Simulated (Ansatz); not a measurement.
## BFH5OSi (charge -1), SMILES [BH3-]O[SiH2]F: a rigid scan of one bond angle, step by step

With Ansatz's Python interface.

Typed at the interpreter:
```pycon
>>> import ansatz as az
>>> from ase import Atoms
>>> atoms = Atoms(["B", "O", "Si", "F", "H", "H", "H", "H", "H"], positions=[
...     [-1.2765, -0.0235, -0.3284],
...     [-0.0696, 0.7563, -0.684],
...     [1.2677, 0.11, 0.1979],
...     [1.0916, 0.4502, 1.8412],
...     [-1.5242, 0.0696, 0.8369],
...     [-2.2048, 0.4201, -0.9283],
...     [-1.1587, -1.1697, -0.6451],
...     [2.508, 0.7323, -0.288],
...     [1.3663, -1.3452, -0.0021],
... ])
>>> first = (
...     az.Crystal.molecule_from_ase(atoms).calculation()
...     .basis(gaussian="def2-SVP")
...     .functional("cam_b3lyp")
...     .charge(-1)
...     .relax(force_tolerance=0.02, max_steps=80)
... )
>>> atoms.positions = first.run().report["positions_ang"]
>>> rows = []
>>> for angle in [90, 100, 110, 120, 135, 150, 165, 179]:
...     bent = atoms.copy()
...     bent.set_angle(2, 1, 0, angle, indices=[0, 4, 5, 6])
...     model = az.Crystal.molecule_from_ase(bent).calculation()
...     model = model.basis(gaussian="def2-SVP").functional("cam_b3lyp")
...     model = model.charge(-1)
...     rows.append((angle, model.run().report["free_energy_ev"]))
...
>>> floor = min(e for _, e in rows)
>>> for angle, e in rows:
...     print(f"angle Si2-O1-B0 = {angle:3d} deg   {1000 * (e - floor):9.1f} meV")
...
angle Si2-O1-B0 =  90 deg      1329.6 meV
angle Si2-O1-B0 = 100 deg       500.0 meV
angle Si2-O1-B0 = 110 deg       157.1 meV
angle Si2-O1-B0 = 120 deg        29.8 meV
angle Si2-O1-B0 = 135 deg         0.0 meV
angle Si2-O1-B0 = 150 deg        31.4 meV
angle Si2-O1-B0 = 165 deg        68.7 meV
angle Si2-O1-B0 = 179 deg        90.0 meV
```

The scan is rigid, and the energies are electronic, in a modest basis. The zero is the lowest point of the grid, which needn't be the minimum. Anions want diffuse functions, which this basis lacks. Wall time of the script: 86 s on 1 thread of Arm Neoverse V1, on a shared host, peak memory 0.26 GiB.
